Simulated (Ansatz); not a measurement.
**MoS2: a point defect seen from the nuclei (Si on a Mo site)**

Wanted: the field gradients around Si on a Mo site in MoS2, cell charge 0, before and after the neighbours move. The cell is a supercell built from a structure deposited in the COD. Planned: a single point, then a relaxation, then r2SCAN.

Program: Ansatz 0.2.0. Level of theory: DFT, PBE, plane-wave PAW, default files, scalar-relativistic, as far as a step names no other. These are calculated values, not measurements.

2 further runs of the same task are left out: 2 that didn't finish.

## 1. The structure to begin with

Symmetry: P-6m2, No. 187, hexagonal system. Conventional cell: a = 6.338 Å, b = 6.338 Å, c = 12.324 Å, α = 90.00°, β = 90.00°, γ = 120.00°. Around Si (site symmetry -6m2) lie 6 S at 2.41 Å. Around Mo (site symmetry mm2) lie 6 S at 2.41 Å. Mo (site symmetry -6m2) is surrounded by 6 S at 2.41 Å. S (site symmetry 3m) is surrounded by 3 Mo at 2.41 Å. S (site symmetry m) is surrounded by 3 Mo at 2.41 Å. S (site symmetry m) has 2 Mo at 2.41 Å and 1 Si at 2.41 Å as nearest neighbours.

Structure file:

```
CELL_PARAMETERS angstrom
6.33800 0.00000 0.00000
-3.16900 5.48887 0.00000
0.00000 0.00000 12.32400
ATOMIC_POSITIONS crystal
Si 0.16667 0.33333 0.25000
Mo 0.16667 0.83333 0.25000
Mo 0.66667 0.33333 0.25000
Mo 0.66667 0.83333 0.25000
Mo 0.33333 0.16667 0.75000
Mo 0.33333 0.66667 0.75000
Mo 0.83333 0.16667 0.75000
Mo 0.83333 0.66667 0.75000
S 0.16667 0.33333 0.62300
S 0.16667 0.83333 0.62300
S 0.66667 0.33333 0.62300
S 0.66667 0.83333 0.62300
S 0.33333 0.16667 0.12300
S 0.33333 0.66667 0.12300
S 0.83333 0.16667 0.12300
S 0.83333 0.66667 0.12300
S 0.16667 0.33333 0.87700
S 0.16667 0.83333 0.87700
S 0.66667 0.33333 0.87700
S 0.66667 0.83333 0.87700
S 0.33333 0.16667 0.37700
S 0.33333 0.66667 0.37700
S 0.83333 0.16667 0.37700
S 0.83333 0.66667 0.37700
```

Atom 1 of the input is the impurity.

## 2. Single point at the given positions

File input.yaml:

```yaml
crystal:
  lattice:
    - [6.338, 0.0, 0.0]
    - [-3.169, 5.4888690092, 0.0]
    - [0.0, 0.0, 12.324]
  atoms:
    - { symbol: Si, position: [0.1666666666, 0.3333333334, 0.25] }
    - { symbol: Mo, position: [0.1666666666, 0.8333333334, 0.25] }
    - { symbol: Mo, position: [0.6666666666, 0.3333333334, 0.25] }
    - { symbol: Mo, position: [0.6666666666, 0.8333333334, 0.25] }
    - { symbol: Mo, position: [0.3333333334, 0.1666666666, 0.75] }
    - { symbol: Mo, position: [0.3333333334, 0.6666666666, 0.75] }
    - { symbol: Mo, position: [0.8333333334, 0.1666666666, 0.75] }
    - { symbol: Mo, position: [0.8333333334, 0.6666666666, 0.75] }
    - { symbol: S, position: [0.1666666666, 0.3333333334, 0.623] }
    - { symbol: S, position: [0.1666666666, 0.8333333334, 0.623] }
    - { symbol: S, position: [0.6666666666, 0.3333333334, 0.623] }
    - { symbol: S, position: [0.6666666666, 0.8333333334, 0.623] }
    - { symbol: S, position: [0.3333333334, 0.1666666666, 0.123] }
    - { symbol: S, position: [0.3333333334, 0.6666666666, 0.123] }
    - { symbol: S, position: [0.8333333334, 0.1666666666, 0.123] }
    - { symbol: S, position: [0.8333333334, 0.6666666666, 0.123] }
    - { symbol: S, position: [0.1666666666, 0.3333333334, 0.877] }
    - { symbol: S, position: [0.1666666666, 0.8333333334, 0.877] }
    - { symbol: S, position: [0.6666666666, 0.3333333334, 0.877] }
    - { symbol: S, position: [0.6666666666, 0.8333333334, 0.877] }
    - { symbol: S, position: [0.3333333334, 0.1666666666, 0.377] }
    - { symbol: S, position: [0.3333333334, 0.6666666666, 0.377] }
    - { symbol: S, position: [0.8333333334, 0.1666666666, 0.377] }
    - { symbol: S, position: [0.8333333334, 0.6666666666, 0.377] }
kpoints:
  mp_grid: { grid: [4, 4, 2] }
scf:
  occupations: { method: fermi_dirac, width: 0.01 }
hamiltonian:
  xc: pbe
  pseudopotentials: { kind: paw }
output:
  forces: true
  stress: true
  populations: true
  efg:
    quadrupole_moments_barn: { Mo: -0.022, S: -0.0694 }
    contact_densities: true
```

Run with:

```bash
$ ansatz run input.yaml --threads 1 --pin off --max-ram 3072MiB --backend cpu --events-out ev --progress --plain --runs-dir out
```

What it wrote:

```text
Warning: RAYON_NUM_THREADS=1 ignored (pool sized by the plan → 1); use --threads N
Mo: output.efg is read without spin–orbit coupling, which moves field gradients at and beside such atoms by some per cent and up to a factor of two; PAW files take it under magnetization.noncollinear and magnetization.spin_orbit
Engine: ansatz 0.2.0, aarch64-unknown-linux-gnu
Pseudopotentials: kind: paw
Pseudopotential: Si, paw, valence charge 4, recommended cutoff 420 eV (normal), Si.paw.azcp
Pseudopotential: Mo, paw, valence charge 14, recommended cutoff 420 eV (normal), Mo.paw.azcp
Pseudopotential: S, paw, valence charge 6, recommended cutoff 420 eV (normal), S.paw.azcp
Functional definition: PBE
  parameter kappa = 0.804
  parameter beta = 0.06672455060314922
  exchange = pbe_x(kappa = kappa, mu = beta*pi^2/3)
  correlation = pbe_c(beta = beta)
Crystal: 24 atoms, lattice volume = 428.733 Å³
Basis set: ecut = 420 eV, 8405 PW (Γ), exchange–correlation on 90×90×180 points (8 copies of the dense FFT grid, shifted against one another)
Bands: 123, of which v1, the nominal top of the filled ones, is band 99 counted from 1 (98 counted from 0)
Symmetry: 12 space group operations
Space group: P-6m2 (ITA 187), of the structure as read, at distance tolerance 7.5e-5 Å
k-points: 8 of 32 (time reversal used)
Non-local potential: Si, projectors of the file, l = 0: 2, l = 1: 2, l = 2: 2
Non-local potential: Mo, projectors of the file, l = 0: 3, l = 1: 2, l = 2: 2, l = 3: 1
Non-local potential: S, projectors of the file, l = 0: 2, l = 1: 2, l = 2: 2
PAW form: soft (Blöchl's): semilocal exchange-correlation on the pseudo side does not see the compensation charge
PAW one-centre angular grid: Si, 110 points (default); XC on 64 Gauss nodes
PAW one-centre angular grid: Mo, 590 points (default); XC on 64 Gauss nodes
PAW one-centre angular grid: S, 110 points (default); XC on 64 Gauss nodes
Initial density: superposition of atomic densities (neutral atoms: chi_scale 0, normalization atom), corrected by the library's trained network
Initial wavefunctions: pseudopotential atomic-orbital guess
Functional: x = pbe(κ = 0.804, μ = 0.2195149727645171), c = pbe(β = 0.06672455060314922)
SCF iter   1: F=—  HF=-49777.596306 eV  |F-HF|=—  |Δ(HF+E_count)|=         —  Δρ=6.37e-3  dr2=1.40e-1  ethr=1.77e-3  ⟨swp⟩=6.0  Hψ=3693  notcnv=0  defer=13
preconditioner: auto → LDOS  [insulator: Δε(μ)=0.086 eV  Ē_g=7.784 eV  σ=0.010 eV  W_gap=0.89  n_scr=110 (ndim 8)  ℏωp=21.4 eV  f_vac=0.013  D(μ)=5.74/eV (n_scr^D=36)  ε∞_Penn≈8.5  β→1.0]
SCF iter   2: F=—  HF=-49777.653303 eV  |F-HF|=—  |Δ(HF+E_count)|=   5.70e-2  Δρ=4.08e-3  dr2=1.94e-1  ethr=7.06e-5  ⟨swp⟩=3.0  Hψ=1925  notcnv=0  defer=138
SCF iter   3: F=—  HF=-49777.693594 eV  |F-HF|=—  |Δ(HF+E_count)|=   4.03e-2  Δρ=6.65e-3  dr2=6.32e-1  ethr=7.06e-5  ⟨swp⟩=3.9  Hψ=1998  notcnv=0  defer=137  recentre
SCF iter   4: F=—  HF=-49777.631038 eV  |F-HF|=—  |Δ(HF+E_count)|=   6.26e-2  Δρ=2.61e-3  dr2=7.28e-2  ethr=7.06e-5  ⟨swp⟩=3.1  Hψ=2039  notcnv=0  defer=137
SCF iter   5: F=—  HF=-49777.619082 eV  |F-HF|=—  |Δ(HF+E_count)|=   1.20e-2  Δρ=1.10e-3  dr2=1.75e-2  ethr=3.68e-5  ⟨swp⟩=2.1  Hψ=1260  notcnv=0  defer=137
SCF iter   6: F=—  HF=-49777.617252 eV  |F-HF|=—  |Δ(HF+E_count)|=   1.83e-3  Δρ=4.97e-4  dr2=2.46e-3  ethr=8.82e-6  ⟨swp⟩=2.4  Hψ=1313  notcnv=0  defer=137
SCF iter   7: F=—  HF=-49777.617146 eV  |F-HF|=—  |Δ(HF+E_count)|=   1.06e-4  Δρ=2.38e-4  dr2=5.49e-4  ethr=1.24e-6  ⟨swp⟩=2.0  Hψ=1218  notcnv=0  defer=137
SCF iter   8: F=—  HF=-49777.617066 eV  |F-HF|=—  |Δ(HF+E_count)|=   7.99e-5  Δρ=1.78e-4  dr2=2.25e-4  ethr=2.77e-7  ⟨swp⟩=2.0  Hψ=1241  notcnv=0  defer=137
SCF iter   9: F=—  HF=-49777.617045 eV  |F-HF|=—  |Δ(HF+E_count)|=   2.09e-5  Δρ=1.06e-4  dr2=2.38e-4  ethr=1.14e-7  ⟨swp⟩=2.0  Hψ=1252  notcnv=0  defer=137
SCF iter  10: F=—  HF=-49777.617017 eV  |F-HF|=—  |Δ(HF+E_count)|=   2.78e-5  Δρ=2.66e-5  dr2=6.29e-6  ethr=1.14e-7  ⟨swp⟩=2.0  Hψ=962  notcnv=0  defer=137
SCF iter  11: F=—  HF=-49777.617240 eV  |F-HF|=—  |Δ(HF+E_count)|=   2.23e-4  Δρ=1.45e-5  dr2=2.18e-6  ethr=3.18e-9  ⟨swp⟩=2.0  Hψ=1421  notcnv=0  defer=137
SCF iter  12: F=—  HF=-49777.617240 eV  |F-HF|=—  |Δ(HF+E_count)|=   3.67e-9  Δρ=5.15e-6  dr2=1.36e-7  ethr=1.10e-9  ⟨swp⟩=2.0  Hψ=1243  notcnv=0  defer=137
SCF iter  13: F=-49777.617240 eV  HF=-49777.617240 eV  |F-HF|=4.84e-9  |Δ(HF+E_count)|=   2.71e-8  Δρ=1.56e-6  dr2=1.35e-8  ethr=5.05e-11  ⟨swp⟩=9.6  Hψ=4379  notcnv=0
SCF 1 converged in 13 iterations: F = -49777.617240 eV  dr2 = 1.35e-8
SCF converged after 13 iterations
Free energy (F): -49777.617240 eV
Harris-Foulkes:  -49777.617240 eV  (|F-HF|=4.84e-9)
Internal energy: -49777.613657 eV  (E = F + TS)
E sigma→0 (E₀):  -49777.615449 eV
Entropy (-TS):   -0.003584 eV (-0.149 meV/atom)
Fermi energy:    10.141766 eV
--- Per-component energies (eV) ---
  E_band       = -1104.178118
  E_kinetic    = 4848.848833
  E_local      = -14365.258028  (includes V_loc(G=0)·N_el)
  E_nonlocal   = 1476.303265
  E_hartree    = 5539.513760
  E_xc         = -2899.332010
  E_vxc        = -3057.430787  (∫ρ·V_xc dr)
  E_paw        = -32523.681749  (= ΣΔE_a)
  E_vpaw       = -1085.672689  (= ΣTr[D̂ρ^β])
  E_aug_tail   = 0.000300  (compensation charges beyond the density's cutoff)
  E_ewald      = -11854.008029
  E_smearing   = -0.003584  (= −TS)
  E_closure    = -0.000000  (closes the sum)
  Σ components = -49777.617240   (vs F -49777.617240, Δ=0.00e0)
--- Forces (eV/Å), atoms counted from 1 ---
  atom   1  Si     0.00000000     0.00000000     0.00000000
  atom   2  Mo    -0.10244884    -0.05914887     0.00000000
  atom   3  Mo    -0.00000000     0.11829773     0.00000000
  atom   4  Mo     0.10244884    -0.05914887     0.00000000
  atom   5  Mo    -0.00955184     0.00551476     0.00000000
  atom   6  Mo     0.00000000    -0.01102952     0.00000000
  atom   7  Mo     0.00955184     0.00551476     0.00000000
  atom   8  Mo     0.00000000     0.00000000     0.00000000
  atom   9  S      0.00000000     0.00000000     0.08628212
  atom  10  S      0.01074910     0.00620599     0.05150129
  atom  11  S      0.00000000    -0.01241199     0.05150129
  atom  12  S     -0.01074910     0.00620599     0.05150129
  atom  13  S     -0.34613719     0.19984240     0.79964930
  atom  14  S     -0.00000000    -0.39968479     0.79964930
  atom  15  S      0.34613719     0.19984240     0.79964930
  atom  16  S     -0.00000000    -0.00000000     0.13652982
  atom  17  S      0.00000000     0.00000000    -0.08628212
  atom  18  S      0.01074910     0.00620599    -0.05150129
  atom  19  S      0.00000000    -0.01241199    -0.05150129
  atom  20  S     -0.01074910     0.00620599    -0.05150129
  atom  21  S     -0.34613719     0.19984240    -0.79964930
  atom  22  S     -0.00000000    -0.39968479    -0.79964930
  atom  23  S      0.34613719     0.19984240    -0.79964930
  atom  24  S     -0.00000000    -0.00000000    -0.13652982
  max |Σ_I F_I| component: 1.90e-16 eV/Å
--- Stress (GPa, compression-positive) ---
        3.551724       0.000000       0.000000
        0.000000       3.551724       0.000000
        0.000000       0.000000      -0.608074
  P = ⅓ Tr σ = 2.1651 GPa (21.651 kbar)
--- PAW observables at the nuclei: V_zz in 10²¹ V/m², potentials from the cell's mean, atoms counted from 1 ---
  atom   1  Si V_zz =    -1.915788   η = 0.0000   by run symmetry: allowed
            electrostatic potential = -1359.955277 V   contact ρ = 12812.551111 e/Å³
  atom   2  Mo V_zz =   -11.078244   η = 0.3408   by run symmetry: allowed   C_q = +5.8932 MHz
            electrostatic potential = -6350.717803 V   contact ρ = 595255.398463 e/Å³
  atom   3  Mo V_zz =   -11.078244   η = 0.3408   by run symmetry: allowed   C_q = +5.8932 MHz
            electrostatic potential = -6350.717803 V   contact ρ = 595255.398464 e/Å³
  atom   4  Mo V_zz =   -11.078244   η = 0.3408   by run symmetry: allowed   C_q = +5.8932 MHz
            electrostatic potential = -6350.717803 V   contact ρ = 595255.398463 e/Å³
  atom   5  Mo V_zz =    -7.509908   η = 0.0021   by run symmetry: allowed   C_q = +3.9950 MHz
            electrostatic potential = -6350.589358 V   contact ρ = 595254.612961 e/Å³
  atom   6  Mo V_zz =    -7.509908   η = 0.0021   by run symmetry: allowed   C_q = +3.9950 MHz
            electrostatic potential = -6350.589358 V   contact ρ = 595254.612961 e/Å³
  atom   7  Mo V_zz =    -7.509908   η = 0.0021   by run symmetry: allowed   C_q = +3.9950 MHz
            electrostatic potential = -6350.589358 V   contact ρ = 595254.612961 e/Å³
  atom   8  Mo V_zz =    -7.286897   η = 0.0000   by run symmetry: allowed   C_q = +3.8763 MHz
            electrostatic potential = -6350.581067 V   contact ρ = 595254.491115 e/Å³
  atom   9  S  V_zz =    -5.283871   η = 0.0000   by run symmetry: allowed   C_q = +8.8668 MHz
            electrostatic potential = -1636.163972 V   contact ρ = 19771.614908 e/Å³
  atom  10  S  V_zz =    -5.091747   η = 0.0085   by run symmetry: allowed   C_q = +8.5444 MHz
            electrostatic potential = -1636.143107 V   contact ρ = 19771.486262 e/Å³
  atom  11  S  V_zz =    -5.091747   η = 0.0085   by run symmetry: allowed   C_q = +8.5444 MHz
            electrostatic potential = -1636.143107 V   contact ρ = 19771.486262 e/Å³
  atom  12  S  V_zz =    -5.091747   η = 0.0085   by run symmetry: allowed   C_q = +8.5444 MHz
            electrostatic potential = -1636.143107 V   contact ρ = 19771.486262 e/Å³
  atom  13  S  V_zz =    -3.288348   η = 0.2640   by run symmetry: allowed   C_q = +5.5181 MHz
            electrostatic potential = -1636.422742 V   contact ρ = 19772.147702 e/Å³
  atom  14  S  V_zz =    -3.288348   η = 0.2640   by run symmetry: allowed   C_q = +5.5181 MHz
            electrostatic potential = -1636.422742 V   contact ρ = 19772.147702 e/Å³
  atom  15  S  V_zz =    -3.288348   η = 0.2640   by run symmetry: allowed   C_q = +5.5181 MHz
            electrostatic potential = -1636.422742 V   contact ρ = 19772.147702 e/Å³
  atom  16  S  V_zz =    -6.104322   η = 0.0000   by run symmetry: allowed   C_q = +10.2436 MHz
            electrostatic potential = -1636.085178 V   contact ρ = 19771.735331 e/Å³
  atom  17  S  V_zz =    -5.283871   η = 0.0000   by run symmetry: allowed   C_q = +8.8668 MHz
            electrostatic potential = -1636.163972 V   contact ρ = 19771.614908 e/Å³
  atom  18  S  V_zz =    -5.091747   η = 0.0085   by run symmetry: allowed   C_q = +8.5444 MHz
            electrostatic potential = -1636.143107 V   contact ρ = 19771.486262 e/Å³
  atom  19  S  V_zz =    -5.091747   η = 0.0085   by run symmetry: allowed   C_q = +8.5444 MHz
            electrostatic potential = -1636.143107 V   contact ρ = 19771.486262 e/Å³
  atom  20  S  V_zz =    -5.091747   η = 0.0085   by run symmetry: allowed   C_q = +8.5444 MHz
            electrostatic potential = -1636.143107 V   contact ρ = 19771.486262 e/Å³
  atom  21  S  V_zz =    -3.288348   η = 0.2640   by run symmetry: allowed   C_q = +5.5181 MHz
            electrostatic potential = -1636.422742 V   contact ρ = 19772.147702 e/Å³
  atom  22  S  V_zz =    -3.288348   η = 0.2640   by run symmetry: allowed   C_q = +5.5181 MHz
            electrostatic potential = -1636.422742 V   contact ρ = 19772.147702 e/Å³
  atom  23  S  V_zz =    -3.288348   η = 0.2640   by run symmetry: allowed   C_q = +5.5181 MHz
            electrostatic potential = -1636.422742 V   contact ρ = 19772.147702 e/Å³
  atom  24  S  V_zz =    -6.104322   η = 0.0000   by run symmetry: allowed   C_q = +10.2436 MHz
            electrostatic potential = -1636.085178 V   contact ρ = 19771.735331 e/Å³
--- Band table (eV; the first three rows and the last of 8) ---
  k-point 0: bands = ["-51.1077", "-51.0712", "-51.0660", "-51.0660", "-50.9944", "-50.9645", "-50.9645", "-25.4194", "-25.4194", "-25.4169", "-25.3913", "-25.2550", "-25.1993", "-25.1993", "-25.1806", "-25.1738", "-25.1738", "-25.1216", "-25.1216", "-25.1196", "-25.0831", "-25.0312", "-25.0312", "-25.0235", "-25.0235", "-25.0118", "-25.0118", "-24.9974", "-4.6668", "-4.3504", "-3.3377", "-2.9045", "-2.6589", "-2.5264", "-2.5264", "-2.4745", "-2.3936", "-2.3936", "-2.3852", "-2.3445", "-2.3445", "-2.2851", "-1.8897", "-1.8897", "1.9117", "3.7298", "3.8096", "3.8096", "3.9302", "4.0423", "4.0423", "4.2089", "4.6964", "4.8352", "4.8352", "4.8565", "5.1598", "5.1598", "5.4116", "5.4116", "5.4338", "6.0277", "6.0277", "6.2984", "6.5682", "6.5731", "6.5731", "6.8027", "6.8977", "7.1456", "7.1456", "7.1999", "7.1999", "7.5029", "7.5029", "7.6012", "7.8023", "7.8167", "7.8167", "8.1239", "8.1239", "8.1353", "8.1353", "8.2579", "8.2579", "8.7455", "8.7816", "8.7816", "9.0271", "9.0750", "9.0750", "9.0813", "9.1953", "9.2368", "9.5721", "9.5721", "9.6567", "9.8134", "9.8134", "9.9954", "11.5208", "12.0258", "12.0297", "12.0297", "12.1174", "12.3799", "12.3799", "12.5229", "12.5229", "12.5555", "12.5555", "12.5901", "12.7243", "12.7243", "12.8835", "12.8835", "12.8908", "12.8908", "13.3231", "13.5226", "13.5226", "13.9073", "14.0132"]
[... 3 lines left out ...]
--- Löwdin populations: 24 sites ---
  site symbol       q [e]
     0     Si      3.4722
     1     Mo     13.6470
     2     Mo     13.6470
     3     Mo     13.6470
     4     Mo     13.6787
     5     Mo     13.6787
     6     Mo     13.6787
     7     Mo     13.6781
     8      S      6.0549
     9      S      6.0588
    10      S      6.0588
    11      S      6.0588
    12      S      6.1033
    13      S      6.1033
    14      S      6.1033
    15      S      6.0551
    16      S      6.0549
    17      S      6.0588
    18      S      6.0588
    19      S      6.0588
    20      S      6.1033
    21      S      6.1033
    22      S      6.1033
    23      S      6.0551
  spilling = 0.008485 (of n_electrons = 198.000000)
```

It took 76 s on 1 thread of Arm Neoverse V1, shared host; peak memory 0.83 GiB.

The run ends with no gap over 0.1 eV on the mesh, largest force 0.894 eV/Å, pressure 2.2 GPa.

The printed gradients, by site:

```csv
site,atoms,distance from the defect (Å),V_zz (10²¹ V/m²),η,C_Q (MHz)
Si,1,0.00,-1.92,0.00,–
S13,"13, 14, 15, 21, …",2.41,-3.29,0.26,5.52 (³³S)
Mo2,"2, 3, 4",3.17,-11.08,0.34,5.89 (⁹⁵Mo)
S16,"16, 24",3.98,-6.10,0.00,10.2 (³³S)
S9,"9, 17",4.60,-5.28,0.00,8.87 (³³S)
S10,"10, 11, 12, 18, …",5.58,-5.09,0.01,8.54 (³³S)
Mo5,"5, 6, 7",6.43,-7.51,0.00,3.99 (⁹⁵Mo)
Mo8,8,7.17,-7.29,0.00,3.88 (⁹⁵Mo)
```

Conventions: |V_zz| ≥ |V_yy| ≥ |V_xx|, η = (V_xx − V_yy)/V_zz, C_Q = eQV_zz/h. Q values from Pyykkö, Mol. Phys. 116, 1328 (2018). A dash under C_Q marks elements without a common quadrupolar isotope.

Direction of the V_zz axis (Cartesian unit vector):

```csv
site,atom,x,y,z
Si,1,0.00,0.00,1.00
Mo2,2,0.00,0.00,1.00
Mo5,5,0.00,0.00,1.00
Mo8,8,0.00,0.00,1.00
S9,9,0.00,0.00,1.00
S10,10,0.01,0.01,1.00
S13,13,0.27,-0.16,0.95
S16,16,0.00,0.00,1.00
```

(Part 1 of 3 ends here.)
